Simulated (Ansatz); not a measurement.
# Fe (hcp type): how the settings move a single-point run

How sensitive is a single-point run of Fe (hcp type) to its settings? A reference run comes first, then one run with altered input.

Computed with Ansatz 0.2.0 (reference: DFT, PBEsol, all-electron LAPW, scalar-relativistic, unless a step's input says otherwise).

## 1. The starting structure

The structure is hexagonal, space group P6_3/mmc (No. 194). The conventional cell has a = 2.344 Å, b = 2.344 Å, c = 3.715 Å, α = 90.00°, β = 90.00°, γ = 120.00°. Around Fe (site symmetry -6m2) lie 12 Fe at 2.30 to 2.34 Å.

Coordinates:

```
CELL_PARAMETERS angstrom
2.34385 0.00000 0.00000
-1.17193 2.02984 0.00000
0.00000 0.00000 3.71529
ATOMIC_POSITIONS crystal
Fe 0.33333 0.66667 0.25000
Fe 0.66667 0.33333 0.75000
```

## 2. Reference

Contents of input.yaml:

```yaml
crystal:
  lattice:
    - [2.3438541418, 0.0, 0.0]
    - [-1.1719270709, 2.0298372296, 0.0]
    - [0.0, 0.0, 3.7152875614]
  atoms:
    - { symbol: Fe, position: [0.3333333333, 0.6666666667, 0.25], spin: 2.5 }
    - { symbol: Fe, position: [0.6666666667, 0.3333333333, 0.75], spin: 2.5 }
magnetization:
  spin_polarized: true
kpoints:
  mp_grid: { grid: [19, 19, 11] }
scf:
  occupations: { method: fermi_dirac, width: 0.08 }
hamiltonian:
  xc: pbesol
  pseudopotentials: { kind: all_electron, lapw: { basis_error: 0.001 } }
output:
  forces: true
  stress: true
  eigenvalues: true
  populations: true
```

On the command line:

```
$ ansatz run input.yaml --threads 1 --pin off --max-ram 3072MiB --backend cpu --events-out ev --progress --plain --runs-dir out
```

## 3. Changed: occupations.method cold, occupations.width 0.15

Changes to input.yaml since step 2:

```diff
@@ -13,3 +13,3 @@
 scf:
-  occupations: { method: fermi_dirac, width: 0.08 }
+  occupations: { method: cold, width: 0.15 }
 hamiltonian:
```

**Question.** What will these runs give? Wanted: for each run, ending; energy change; pressure; gap; force.

**Answer**, as computed:

```csv
run,ending,energy change,pressure (GPa),gap (eV),force (eV/Å),cycles,time
reference,converged,0,43.0,0.00,0.00,11,39 s
"1: occupations.method cold, occupations.width 0.15",converged,-0.3 meV/atom (σ→0),42.7,0.00,0.00,13,42 s
```

Residual by cycle in the longest SCF loop of each run; runs are numbered as in the table. The quantity is the density residual dr2, in eV.

```csv
cycle,reference,run 1
1,0.0381,0.038
2,0.0133,0.0134
3,0.0955,0.095
4,0.00121,0.00118
5,3.5e-5,3.5e-5
6,1.2e-6,1.1e-6
8,2.6e-10,1.2e-7
9,2.0e-12,2.7e-8
10,9.2e-14,5.3e-9
11,1.6e-14,4.5e-10
12,-,1.8e-11
13,-,8.8e-14
```

**Reading.** Changing the smearing leaves the energy as it was (-0.3 meV/atom). Cost: 13 SCF cycles against 11. The structure is not at rest: the sound run finds 43 GPa, so these are no properties of the relaxed crystal. 
